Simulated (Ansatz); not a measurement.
# WNH₂+ (singlet): density functionals in def2-TZVPP

What do functionals of several rungs give for WNH₂+ (singlet)?

Method: def2-TZVPP, all electrons in the functionals, frozen cores in the correlation of double hybrids and RPA; program: Ansatz 0.2.0, Gaussian basis.

The runs, in order: PBE, r2SCAN, PBE0, B3LYP, r2SCANh, wB97M-V, B2PLYP, RKS PBE0, RPA-PBE.

## Step 1: What is computed

The geometry is a PBE0/def2-TZVP stationary point (not a proven minimum). No spin-orbit coupling is included. Elements past krypton take def2 core potentials.

4 atoms, charge 1, spin multiplicity 1.

Atoms are counted from 1 here; the program's logs count them from 0.

Bond lengths: W1–N2 1.808 Å, W1–H3 2.393 Å, N2–H3 1.033 Å, N2–H4 1.018 Å. Angles: N2–W1–H3 23.6°, W1–N2–H3 111.9°, W1–N2–H4 135.0°, H3–N2–H4 113.1°, W1–H3–N2 44.5°.

No dispersion term is added; wB97M-V holds VV10 nonlocal correlation. B3LYP takes the VWN-RPA correlation.

## Step 2: PBE (unrestricted)

in.yaml

```yaml
crystal:
  periodic: [false, false, false]
  atoms:
    - {symbol: W, position_ang: [0.000000, 0.000000, 0.150514]}
    - {symbol: N, position_ang: [0.000000, -0.014412, -1.657340]}
    - {symbol: H, position_ang: [0.000000, 0.940709, -2.050345]}
    - {symbol: H, position_ang: [0.000000, -0.740427, -2.371239]}
basis:
  gaussian: {orbitals: def2-TZVPP}
total_charge: 1
magnetization: {spin_polarized: true, initial_magnetization: 0}
hamiltonian: {xc: {name: PBE}}
output: {orbitals: {seedname: orbitals}}
```

Started as:

```console
$ ansatz run in.yaml --threads 2 --pin off --events-out ev --progress --plain --max-ram 24576MiB --backend cuda --devices 0, --max-vram 18GiB
```

Log:

```text
Functional definition: PBE
  name "PBE"
  cite "Perdew, Burke & Ernzerhof, Phys. Rev. Lett. 77, 3865 (1996) doi:10.1103/PhysRevLett.77.3865"
  parent pbe
  parameter kappa = 0.804
  parameter beta = 0.06672455060314922
  exchange = pbe_x(kappa = kappa, mu = beta*pi^2/3)
  correlation = pbe_c(beta = beta)
608 factors; their error is unknown
mean field evaluation 1: about -3300.7163 eV, gradient 9.0e1 eV
mean field evaluation 2: about -3067.6572 eV, gradient 1.7e2 eV
mean field evaluation 4: about -3317.5315 eV, gradient 6.1e1 eV
mean field evaluation 8: about -3335.1579 eV, gradient 9.2e0 eV
mean field evaluation 16: about -3336.1450 eV, gradient 8.5e-2 eV
mean field evaluation 32: about -3337.1515 eV, gradient 1.8e0 eV
mean field evaluation 64: about -3337.4573 eV, gradient 6.3e-2 eV
mean field evaluation 96: about -3336.8717 eV, gradient 9.9e-1 eV
mean field evaluation 128: about -3337.4218 eV, gradient 1.0e0 eV
mean field evaluation 160: about -3336.2334 eV, gradient 7.0e0 eV
mean field evaluation 192: about -3336.3993 eV, gradient 1.7e0 eV
mean field -3337.49858830 eV, -122.6508108821 hartree, gradient 2.5e-6 eV, S^2 1.929779; 17 other end points of the search recorded, 0 dependent functions left out
reference -3337.49862573 eV, -122.6508122577 hartree; 11, 11 occupied and 104, 104 virtual orbitals, 608 factors
Total energy: -3337.49862573 eV, -122.6508122577 hartree
```

Run time: 23 s. Hardware: 1 × H100 (card shared with other runs) with 2 threads of AMD EPYC 7R13, shared host; peak host memory 0.76 GiB.

From the report: ⟨S²⟩ of the determinant 1.930 (pure singlet: 0.00). The determinant is far from a pure spin state, so its energy mixes those of several spin states (harmless only where they are near-degenerate, as at dissociation).

## Step 3: r2SCAN (unrestricted)

Changes to in.yaml since step 2:

```diff
@@ -11,3 +11,2 @@
 magnetization: {spin_polarized: true, initial_magnetization: 0}
-hamiltonian: {xc: {name: PBE}}
-output: {orbitals: {seedname: orbitals}}
+hamiltonian: {xc: {name: r2SCAN}}
```

Launched as before.

Log:

```text
Functional definition: r2SCAN
  name "r2SCAN"
  cite "Furness, Kaplan, Ning, Perdew & Sun, J. Phys. Chem. Lett. 11, 8208 (2020) doi:10.1021/acs.jpclett.0c02405"
  cite "Furness, Kaplan, Ning, Perdew & Sun, J. Phys. Chem. Lett. 11, 9248 (2020) doi:10.1021/acs.jpclett.0c03077"
  parent r2scan
  parameter k0 = 0.174
  parameter k1 = 0.065
  parameter a1 = 4.9479
  exchange = r2scan_x(k0 = k0, k1 = k1, a1 = a1)
  correlation = r2scan_c
608 factors; their error is unknown
mean field evaluation 1: about -3311.7034 eV, gradient 7.8e1 eV
mean field evaluation 2: about -3132.2050 eV, gradient 1.6e2 eV
mean field evaluation 4: about -3315.7179 eV, gradient 6.5e1 eV
mean field evaluation 8: about -3336.7328 eV, gradient 2.5e0 eV
mean field evaluation 16: about -3336.7614 eV, gradient 2.2e-3 eV
mean field evaluation 32: about -3338.5629 eV, gradient 2.7e-3 eV
mean field evaluation 64: about -3337.8936 eV, gradient 7.2e0 eV
mean field evaluation 96: about -3337.5851 eV, gradient 1.9e-5 eV
mean field evaluation 128: about -3338.4499 eV, gradient 4.9e-1 eV
mean field evaluation 160: about -3338.4873 eV, gradient 5.0e-1 eV
mean field -3338.56292218 eV, -122.6899244311 hartree, gradient 7.1e-6 eV, S^2 1.943724; 9 other end points of the search recorded, 0 dependent functions left out
reference -3338.56293825 eV, -122.6899250214 hartree; 11, 11 occupied and 104, 104 virtual orbitals, 608 factors
Total energy: -3338.56293825 eV, -122.6899250214 hartree
```

Wall time 16 s (1 × H100 (card shared with other runs) with 2 threads of AMD EPYC 7R13, shared host); peak host memory 0.79 GiB.

From the report: ⟨S²⟩ of the determinant 1.944 (pure singlet: 0.00). The determinant is far from a pure spin state, so its energy mixes those of several spin states (harmless only where they are near-degenerate, as at dissociation).

## Step 4: PBE0 (unrestricted)

Changes to in.yaml since step 3:

```diff
@@ -11,2 +11,3 @@
 magnetization: {spin_polarized: true, initial_magnetization: 0}
-hamiltonian: {xc: {name: r2SCAN}}
+hamiltonian: {xc: {name: PBE0}}
+output: {orbitals: {seedname: orbitals}}
```

Same command.

Log:

```text
Functional definition: PBE0
  name "PBE0"
  cite "Adamo & Barone, J. Chem. Phys. 110, 6158 (1999) doi:10.1063/1.478522"
  cite "Perdew, Burke & Ernzerhof, Phys. Rev. Lett. 77, 3865 (1996) doi:10.1103/PhysRevLett.77.3865"
  parent pbe
  parameter a = 0.25
  parameter kappa = 0.804
  parameter beta = 0.06672455060314922
  exchange = (1 - a)*pbe_x(kappa = kappa, mu = beta*pi^2/3) + a*exact_x
  correlation = pbe_c(beta = beta)
673 factors; their error is unknown
mean field evaluation 1: about -3311.8094 eV, gradient 7.5e1 eV
mean field evaluation 2: about -3092.4269 eV, gradient 1.7e2 eV
mean field evaluation 4: about -3332.1953 eV, gradient 2.0e1 eV
mean field evaluation 8: about -3334.1390 eV, gradient 5.0e-1 eV
mean field evaluation 16: about -3334.5285 eV, gradient 6.9e0 eV
mean field evaluation 32: about -3336.2251 eV, gradient 2.4e-5 eV
mean field evaluation 64: about -3335.7170 eV, gradient 1.0e0 eV
mean field evaluation 96: about -3336.1894 eV, gradient 8.7e-1 eV
mean field -3336.26089206 eV, -122.6053263843 hartree, gradient 2.2e-6 eV, S^2 1.957669; 19 other end points of the search recorded, 0 dependent functions left out
reference -3336.26091986 eV, -122.6053274060 hartree; 11, 11 occupied and 104, 104 virtual orbitals, 673 factors
Total energy: -3336.26091986 eV, -122.6053274060 hartree
```

Wall time 33 s (1 × H100 (card shared with other runs) with 2 threads of AMD EPYC 7R13, shared host); peak host memory 0.77 GiB.

From the report: ⟨S²⟩ of the determinant 1.958 (pure singlet: 0.00). The determinant is far from a pure spin state, so its energy mixes those of several spin states (harmless only where they are near-degenerate, as at dissociation).

## Step 5: B3LYP (unrestricted)

Changes to in.yaml since step 4:

```diff
@@ -11,3 +11,2 @@
 magnetization: {spin_polarized: true, initial_magnetization: 0}
-hamiltonian: {xc: {name: PBE0}}
-output: {orbitals: {seedname: orbitals}}
+hamiltonian: {xc: {name: B3LYP}}
```

The command is unchanged.

Log:

```text
Functional definition: B3LYP
  name "B3LYP"
  cite "Stephens, Devlin, Chabalowski & Frisch, J. Phys. Chem. 98, 11623 (1994) doi:10.1021/j100096a001"
  cite "Becke, Phys. Rev. A 38, 3098 (1988) doi:10.1103/PhysRevA.38.3098"
  cite "Lee, Yang & Parr, Phys. Rev. B 37, 785 (1988) doi:10.1103/PhysRevB.37.785"
  cite "Vosko, Wilk & Nusair, Can. J. Phys. 58, 1200 (1980) doi:10.1139/p80-159"
  parameter a0 = 0.2
  parameter ax = 0.72
  parameter ac = 0.81
  exchange = (1 - a0 - ax)*slater_x + ax*b88_x + a0*exact_x
  correlation = (1 - ac)*vwn_rpa_c + ac*lyp_c
653 factors; their error is unknown
mean field evaluation 1: about -3311.9387 eV, gradient 8.0e1 eV
mean field evaluation 2: about -3082.2357 eV, gradient 1.8e2 eV
mean field evaluation 4: about -3332.8493 eV, gradient 3.0e1 eV
mean field evaluation 8: about -3337.1635 eV, gradient 4.9e-1 eV
mean field evaluation 16: about -3337.7752 eV, gradient 2.9e-1 eV
mean field evaluation 32: about -3338.9555 eV, gradient 1.9e-5 eV
mean field evaluation 64: about -3338.4938 eV, gradient 9.2e-4 eV
mean field evaluation 96: about -3338.8777 eV, gradient 7.5e-1 eV
mean field evaluation 128: about -3338.8999 eV, gradient 2.5e0 eV
mean field -3338.96762710 eV, -122.7047970625 hartree, gradient 2.3e-6 eV, S^2 1.927564; 20 other end points of the search recorded, 0 dependent functions left out
reference -3338.96782301 eV, -122.7048042621 hartree; 11, 11 occupied and 104, 104 virtual orbitals, 653 factors
Total energy: -3338.96782301 eV, -122.7048042621 hartree
```

Wall time 26 s (1 × H100 (card shared with other runs) with 2 threads of AMD EPYC 7R13, shared host); peak host memory 0.78 GiB.

From the report: ⟨S²⟩ of the determinant 1.928 (pure singlet: 0.00). The determinant is far from a pure spin state, so its energy mixes those of several spin states (harmless only where they are near-degenerate, as at dissociation).

## Step 6: r2SCANh (unrestricted)

Changes to in.yaml since step 5:

```diff
@@ -11,2 +11,2 @@
 magnetization: {spin_polarized: true, initial_magnetization: 0}
-hamiltonian: {xc: {name: B3LYP}}
+hamiltonian: {xc: {name: r2SCANh}}
```

Launched as before.

Log:

```text
Functional definition: r2SCANh
  name "r2SCANh"
  cite "Bursch, Neugebauer, Ehlert & Grimme, J. Chem. Phys. 156, 134105 (2022) doi:10.1063/5.0086040"
  cite "Furness, Kaplan, Ning, Perdew & Sun, J. Phys. Chem. Lett. 11, 8208 (2020) doi:10.1021/acs.jpclett.0c02405"
  cite "Furness, Kaplan, Ning, Perdew & Sun, J. Phys. Chem. Lett. 11, 9248 (2020) doi:10.1021/acs.jpclett.0c03077"
  parent r2scan
  parameter a = 0.1
  parameter k0 = 0.174
  parameter k1 = 0.065
  parameter a1 = 4.9479
  exchange = (1 - a)*r2scan_x(k0 = k0, k1 = k1, a1 = a1) + a*exact_x
  correlation = r2scan_c
608 factors; their error is unknown
mean field evaluation 1: about -3311.0382 eV, gradient 7.6e1 eV
mean field evaluation 2: about -3107.7648 eV, gradient 1.7e2 eV
mean field evaluation 4: about -3321.5093 eV, gradient 5.3e1 eV
mean field evaluation 8: about -3335.9341 eV, gradient 4.0e0 eV
mean field evaluation 16: about -3336.0543 eV, gradient 2.0e-2 eV
mean field evaluation 32: about -3337.0080 eV, gradient 7.4e-1 eV
mean field evaluation 64: about -3335.6287 eV, gradient 5.6e0 eV
mean field evaluation 96: about -3337.8630 eV, gradient 5.4e-2 eV
mean field evaluation 128: about -3337.6045 eV, gradient 4.1e0 eV
mean field -3337.86334074 eV, -122.6642152873 hartree, gradient 7.7e-6 eV, S^2 1.947942; 12 other end points of the search recorded, 0 dependent functions left out
reference -3337.86335536 eV, -122.6642158246 hartree; 11, 11 occupied and 104, 104 virtual orbitals, 608 factors
Total energy: -3337.86335536 eV, -122.6642158246 hartree
```

Run time: 23 s. Hardware: 1 × H100 (card shared with other runs) with 2 threads of AMD EPYC 7R13, shared host; peak host memory 0.82 GiB.

From the report: ⟨S²⟩ of the determinant 1.948 (pure singlet: 0.00). The determinant is far from a pure spin state, so its energy mixes those of several spin states (harmless only where they are near-degenerate, as at dissociation).

## Step 7: wB97M-V (unrestricted)

Changes to in.yaml since step 6:

```diff
@@ -11,2 +11,3 @@
 magnetization: {spin_polarized: true, initial_magnetization: 0}
-hamiltonian: {xc: {name: r2SCANh}}
+hamiltonian: {xc: {name: wB97M-V}}
+output: {orbitals: {seedname: orbitals}}
```

Launched as before.

Log:

```text
Functional definition: wB97M-V
  name "wB97M-V"
  cite "Mardirossian & Head-Gordon, J. Chem. Phys. 144, 214110 (2016) doi:10.1063/1.4952647"
  cite "Becke, J. Chem. Phys. 107, 8554 (1997) doi:10.1063/1.475007"
  cite "Vydrov & Van Voorhis, J. Chem. Phys. 133, 244103 (2010) doi:10.1063/1.3521275"
  # Of w^i u^j: cxij and so on, Table III.
  parameter omega = 0.3/bohr
  parameter cx = 0.15
  parameter cx01 = 1.007
  parameter cx10 = 0.259
  parameter css00 = 0.443
  parameter css04 = -1.437
  parameter css10 = -4.535
  parameter css20 = -3.390
  parameter css43 = 4.278
  parameter cos00 = 1.000
  parameter cos10 = 1.358
  parameter cos20 = 2.924
  parameter cos21 = -8.812
  parameter cos60 = -1.390
  parameter cos61 = 9.142
  parameter b = 6.0
  parameter c = 0.01
  gx(w, u) = 1 - cx + cx01*u + cx10*w
  gss(w, u) = css00 + css04*u^4 + css10*w + css20*w^2 + css43*w^4*u^3
  gos(w, u) = cos00 + cos10*w + (cos20 + cos21*u)*w^2 + (cos60 + cos61*u)*w^6
  exchange = spin_sum(e_x_unif_sr(omega)*gx(b97_w, b97_u_x)) + cx*exact_x_sr(omega) + exact_x_lr(omega)
  correlation = spin_sum(e_c_pw_mod_same_spin*gss(b97_w, b97_u_same))
      + integral(e_c_pw_mod_opposite_spin*gos(b97_w_opposite, b97_u_opposite)) + vv10(b, c)
613 factors; their error is unknown
148 factors; integrals over basis functions are off by at most 2.5e-5 eV
mean field evaluation 1: about -3316.6946 eV, gradient 6.6e1 eV
mean field evaluation 2: about -3276.3778 eV, gradient 1.1e2 eV
mean field evaluation 4: about -3333.2210 eV, gradient 3.6e0 eV
mean field evaluation 8: about -3333.4077 eV, gradient 3.5e-1 eV
mean field evaluation 16: about -3333.4374 eV, gradient 2.0e-1 eV
mean field evaluation 32: about -3334.9475 eV, gradient 9.8e-2 eV
mean field evaluation 64: about -3334.5876 eV, gradient 1.8e-2 eV
mean field evaluation 96: about -3334.9626 eV, gradient 8.6e-1 eV
mean field evaluation 128: about -3334.9406 eV, gradient 3.3e-1 eV
mean field evaluation 160: about -3334.9423 eV, gradient 3.0e-1 eV
mean field -3334.98266494 eV, -122.5583524040 hartree, gradient 1.9e-6 eV, S^2 1.879156; 19 other end points of the search recorded, 0 dependent functions left out
reference -3334.98270796 eV, -122.5583539852 hartree; 11, 11 occupied and 104, 104 virtual orbitals, 613 factors
Total energy: -3334.98270796 eV, -122.5583539852 hartree
```

Wall time 51 s (1 × H100 (card shared with other runs) with 2 threads of AMD EPYC 7R13, shared host); peak host memory 0.9 GiB.

From the report: ⟨S²⟩ of the determinant 1.879 (pure singlet: 0.00). The determinant is far from a pure spin state, so its energy mixes those of several spin states (harmless only where they are near-degenerate, as at dissociation).

## Step 8: B2PLYP (unrestricted)

Changes to in.yaml since step 7:

```diff
@@ -11,3 +11,3 @@
 magnetization: {spin_polarized: true, initial_magnetization: 0}
-hamiltonian: {xc: {name: wB97M-V}}
-output: {orbitals: {seedname: orbitals}}
+hamiltonian: {xc: {name: B2PLYP}}
+correlation: {electrons: outside_noble_gas}
```

Launched as before.

Log:

```text
Functional definition: B2PLYP
  name "B2PLYP"
  cite "Grimme, J. Chem. Phys. 124, 034108 (2006) doi:10.1063/1.2148954"
  cite "Becke, Phys. Rev. A 38, 3098 (1988) doi:10.1103/PhysRevA.38.3098"
  cite "Lee, Yang & Parr, Phys. Rev. B 37, 785 (1988) doi:10.1103/PhysRevB.37.785"
  parameter a = 0.53
  parameter c = 0.27
  exchange = (1 - a)*b88_x + a*exact_x
  correlation = (1 - c)*lyp_c + c*(mp2_os + mp2_ss)
718 factors; integrals over basis functions are off by at most 1.2e-3 eV
mean field evaluation 1: about -3309.4167 eV, gradient 6.6e1 eV
mean field evaluation 2: about -3309.5157 eV, gradient 6.6e1 eV
mean field evaluation 4: about -3323.5927 eV, gradient 2.1e1 eV
mean field evaluation 8: about -3326.5013 eV, gradient 1.1e0 eV
mean field evaluation 16: about -3326.6007 eV, gradient 2.6e-1 eV
mean field evaluation 32: about -3328.6955 eV, gradient 2.9e-1 eV
mean field evaluation 64: about -3328.1009 eV, gradient 2.9e-2 eV
mean field evaluation 96: about -3328.6733 eV, gradient 7.5e-1 eV
mean field evaluation 128: about -3328.6113 eV, gradient 4.0e-1 eV
mean field evaluation 160: about -3328.7119 eV, gradient 7.4e-2 eV
mean field evaluation 192: about -3289.8912 eV, gradient 4.0e1 eV
mean field evaluation 224: about -3328.7040 eV, gradient 6.2e-1 eV
mean field evaluation 256: about -3328.6852 eV, gradient 5.9e-1 eV
mean field -3328.71225582 eV, -122.3279191190 hartree, gradient 1.8e-8 eV, S^2 1.967477; 22 other end points of the search recorded, 0 dependent functions left out
5 core orbitals not correlated: weight in the atoms' cores, before any rotation towards them, 0.994 or more for the frozen orbitals, at most 0.003 for the correlated occupied ones
reference -3328.71237832 eV, -122.3279236211 hartree; 6, 6 occupied and 104, 104 virtual orbitals, 718 factors
second order -11.35044067 eV of doubles, -0.00000000 eV of singles
Total energy: -3331.77699730 eV, -122.4405462913 hartree
```

It took 25 s on 1 × H100 (card shared with other runs) with 2 threads of AMD EPYC 7R13, shared host; peak host memory 0.78 GiB.

From the report: ⟨S²⟩ of the determinant 1.967 (pure singlet: 0.00). The determinant is far from a pure spin state, so its energy mixes those of several spin states (harmless only where they are near-degenerate, as at dissociation).

## Step 9: PBE0 (restricted)

Changes to in.yaml since step 8:

```diff
@@ -10,4 +10,2 @@
 total_charge: 1
-magnetization: {spin_polarized: true, initial_magnetization: 0}
-hamiltonian: {xc: {name: B2PLYP}}
-correlation: {electrons: outside_noble_gas}
+hamiltonian: {xc: {name: PBE0}}
```

Same command.

Log:

```text
Functional definition: PBE0
  name "PBE0"
  cite "Adamo & Barone, J. Chem. Phys. 110, 6158 (1999) doi:10.1063/1.478522"
  cite "Perdew, Burke & Ernzerhof, Phys. Rev. Lett. 77, 3865 (1996) doi:10.1103/PhysRevLett.77.3865"
  parent pbe
  parameter a = 0.25
  parameter kappa = 0.804
  parameter beta = 0.06672455060314922
  exchange = (1 - a)*pbe_x(kappa = kappa, mu = beta*pi^2/3) + a*exact_x
  correlation = pbe_c(beta = beta)
673 factors; their error is unknown
mean field evaluation 1: about -3311.8094 eV, gradient 1.1e2 eV
mean field evaluation 2: about -3092.4269 eV, gradient 2.4e2 eV
mean field evaluation 4: about -3332.1953 eV, gradient 2.8e1 eV
mean field evaluation 8: about -3334.1390 eV, gradient 7.1e-1 eV
mean field evaluation 16: about -3334.7402 eV, gradient 5.7e-1 eV
mean field evaluation 32: about -3334.8348 eV, gradient 3.3e-6 eV
mean field -3334.83484780 eV, -122.5529202245 hartree, gradient 1.3e-6 eV, S^2 0.000000; 5 other end points of the search recorded, 0 dependent functions left out
reference -3334.83487538 eV, -122.5529212378 hartree; 11, 11 occupied and 104, 104 virtual orbitals, 673 factors
Total energy: -3334.83487538 eV, -122.5529212378 hartree
```

Wall time 7 s (1 × H100 (card shared with other runs) with 2 threads of AMD EPYC 7R13, shared host); peak host memory 0.76 GiB.

## Step 10: RPA-PBE

Changes to in.yaml since step 9:

```diff
@@ -10,2 +10,4 @@
 total_charge: 1
-hamiltonian: {xc: {name: PBE0}}
+magnetization: {spin_polarized: true, initial_magnetization: 0}
+hamiltonian: {xc: {name: PBE}}
+correlation: {method: rpa, electrons: outside_noble_gas}
```

Launched as before.

Log:

```text
Functional definition: PBE
  name "PBE"
  cite "Perdew, Burke & Ernzerhof, Phys. Rev. Lett. 77, 3865 (1996) doi:10.1103/PhysRevLett.77.3865"
  parent pbe
  parameter kappa = 0.804
  parameter beta = 0.06672455060314922
  exchange = pbe_x(kappa = kappa, mu = beta*pi^2/3)
  correlation = pbe_c(beta = beta)
718 factors; integrals over basis functions are off by at most 1.2e-3 eV
mean field evaluation 1: about -3300.7100 eV, gradient 9.0e1 eV
mean field evaluation 2: about -3300.7041 eV, gradient 9.0e1 eV
mean field evaluation 4: about -3280.9307 eV, gradient 8.7e1 eV
mean field evaluation 8: about -3335.3443 eV, gradient 9.7e0 eV
mean field evaluation 16: about -3336.0862 eV, gradient 3.3e0 eV
mean field evaluation 32: about -3337.4951 eV, gradient 6.3e-1 eV
mean field evaluation 64: about -3336.1380 eV, gradient 2.0e-6 eV
mean field evaluation 96: about -3336.6109 eV, gradient 5.6e-1 eV
mean field evaluation 128: about -3337.4557 eV, gradient 5.9e-2 eV
mean field evaluation 160: about -3337.4874 eV, gradient 3.7e-1 eV
mean field evaluation 192: about -3335.9151 eV, gradient 7.1e0 eV
mean field evaluation 224: about -3337.4866 eV, gradient 1.0e0 eV
mean field evaluation 256: about -3336.4589 eV, gradient 3.1e-1 eV
mean field evaluation 288: about -3337.4569 eV, gradient 6.3e-2 eV
mean field evaluation 320: about -3264.9300 eV, gradient 6.7e1 eV
mean field -3337.49855015 eV, -122.6508094803 hartree, gradient 2.5e-8 eV, S^2 1.929778; 18 other end points of the search recorded, 0 dependent functions left out
5 core orbitals not correlated: weight in the atoms' cores, before any rotation towards them, 0.996 or more for the frozen orbitals, at most 0.002 for the correlated occupied ones
reference -3311.11176048 eV, -121.6811128457 hartree; 6, 6 occupied and 104, 104 virtual orbitals, 718 factors
Total energy: -3326.57174601 eV, -122.2492568347 hartree
```

Run time: 47 s. Hardware: 1 × H100 (card shared with other runs) with 2 threads of AMD EPYC 7R13, shared host; peak host memory 0.84 GiB.

From the report: ⟨S²⟩ of the determinant 1.930 (pure singlet: 0.00). The determinant is far from a pure spin state, so its energy mixes those of several spin states (harmless only where they are near-degenerate, as at dissociation).

## Step 11: Side by side

```tsv
functional	energy (eV)	⟨S²⟩	time
PBE	-3337.4986	1.930	23 s
r2SCAN	-3338.5629	1.944	16 s
PBE0	-3336.2609	1.958	33 s
B3LYP	-3338.9678	1.928	26 s
r2SCANh	-3337.8634	1.948	23 s
wB97M-V	-3334.9827	1.879	51 s
B2PLYP	-3331.7770	1.967	25 s
RKS PBE0	-3334.8349	0.000	7 s
RPA-PBE	-3326.5717	1.930	47 s
```

Orbital levels of the runs that wrote orbitals: PBE HOMO -10.88, LUMO -9.65 eV; PBE0 HOMO -12.17, LUMO -8.43 eV; wB97M-V HOMO -14.37, LUMO -6.71 eV.

## Step 12: Results

| quantity | value |
| --- | --- |
| spread of total energies | 12.4 eV |
| quickest, slowest | RKS PBE0 7 s, wB97M-V 51 s |

What this shows: Total energies of different functionals can't be ranked; only differences within one functional count.
